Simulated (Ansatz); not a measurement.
# NH2Br (triplet): the correlation ladder at distance Br1–H2 along a hydrogen transfer = 1.627 Å, cc-pVDZ

How much of the correlation energy of NH2Br (triplet) does each wave-function method recover here?

The runs use Ansatz 0.2.0, Gaussian basis; cc-pVDZ, core rule «outside noble gas», up to 15 orbitals frozen.

Plan: UHF; CCSD(T) on ROHF; CCSD(T) on UHF; BCCD(T) on ROHF; CISD; CCSDT(Q) on ROHF; CCSDT(Q) on UHF; CASSCF and MRCISD+Q, 4 electrons in 4 orbitals; CASSCF and NEVPT2, 4 electrons in 4 orbitals; CASSCF and MRCISD+Q, 14 electrons in 10 orbitals; CASSCF and NEVPT4(SD), 14 electrons in 10 orbitals; CASSCF and NEVPT2, 14 electrons in 10 orbitals.

8 further runs of the same task are left out: 1 for a mislabelled method, 7 that didn't finish.

### Step 1. What is computed

The geometry derives from fragments relaxed apart (PBE0/def2-TZVP) and kept rigid, so it is no stationary point. A hydrogen atom is moved between rigid fragments. No spin-orbit coupling is included. The filled d shell of Br may be among the frozen orbitals whatever the setting's name suggests; the logs give the count.

4 atoms, charge 0, spin multiplicity 3.

Atoms are counted from 1 here; the program's logs count them from 0.

Bond lengths: Br1–H2 1.627 Å, N3–H4 1.040 Å.

### Step 2. UHF

Contents of in.yaml:

```yaml
crystal:
  periodic: [false, false, false]
  atoms:
    - {symbol: Br, position_ang: [-2.066020, 0.251057, 0.000000]}
    - {symbol: H, position_ang: [-0.439020, 0.251057, 0.000000]}
    - {symbol: N, position_ang: [1.117980, 0.251057, 0.000000]}
    - {symbol: H, position_ang: [1.387061, -0.753170, 0.000000]}
basis:
  gaussian: {orbitals: cc-pVDZ}
magnetization: {spin_polarized: true, initial_magnetization: 2}
hamiltonian: {xc: hf}
output: {orbitals: {seedname: orbitals}}
```

The run is started by

```console
ansatz run in.yaml --threads 1 --pin off --events-out ev --progress --plain --max-ram 2393MiB
```

Further steps of the session: CCSD(T) on ROHF; CCSD(T) on UHF; BCCD(T) on ROHF; CISD; CCSDT(Q) on ROHF; CCSDT(Q) on UHF; CASSCF and MRCISD+Q, 4 electrons in 4 orbitals; CASSCF and NEVPT2, 4 electrons in 4 orbitals; CASSCF and MRCISD+Q, 14 electrons in 10 orbitals; CASSCF and NEVPT4(SD), 14 electrons in 10 orbitals; CASSCF and NEVPT2, 14 electrons in 10 orbitals.

Q: Predict the results of all the runs planned. Wanted: UCCSDT(Q) below the RHF energy; RMP2 from UCCSDT(Q); UMP2 from UCCSDT(Q); RCCSD from UCCSDT(Q); RCCSD(T) from UCCSDT(Q); UCCSD(T) from UCCSDT(Q); RCCSDT(Q) from UCCSDT(Q); NEVPT2 valence from UCCSDT(Q); NEVPT4(SD) valence from UCCSDT(Q).

**Answer**, as computed:

```
                         quantity                                                                     value
   UCCSDT(Q) below the RHF energy                                                                -7.8627 eV
              RMP2 from UCCSDT(Q)                                                           +25.92 kcal/mol
              UMP2 from UCCSDT(Q)                                                           +25.71 kcal/mol
             RCCSD from UCCSDT(Q)                                                            +4.10 kcal/mol
          RCCSD(T) from UCCSDT(Q)                                                            +0.82 kcal/mol
          UCCSD(T) from UCCSDT(Q)                                                            +0.77 kcal/mol
         RCCSDT(Q) from UCCSDT(Q)                                                            +0.03 kcal/mol
    NEVPT2 valence from UCCSDT(Q)                                                           +29.76 kcal/mol
NEVPT4(SD) valence from UCCSDT(Q)                                                            +2.00 kcal/mol
  MRCISD+Q valence from UCCSDT(Q)                                                            +0.55 kcal/mol
levels within 1 kcal/mol (43 meV)  RCCSD(T), UCCSD(T), BCCD(T), RCCSDT, UCCSDT, RCCSDT(Q), MRCISD+Q valence
                    T1 diagnostic                                                                     0.025
   effectively unpaired electrons                                                                      2.02
```

What this shows: RCCSD(T) misses by +0.82 kcal/mol, 0.4 % of the correlation energy. One determinant dominates. Of the multireference levels listed MRCISD+Q valence comes nearest in total energy (+0.55 kcal/mol), which doesn't show that its space is the better one. These misses are within one basis, not against nature; the frozen cores of restricted and unrestricted runs differ, which can shift their rows.
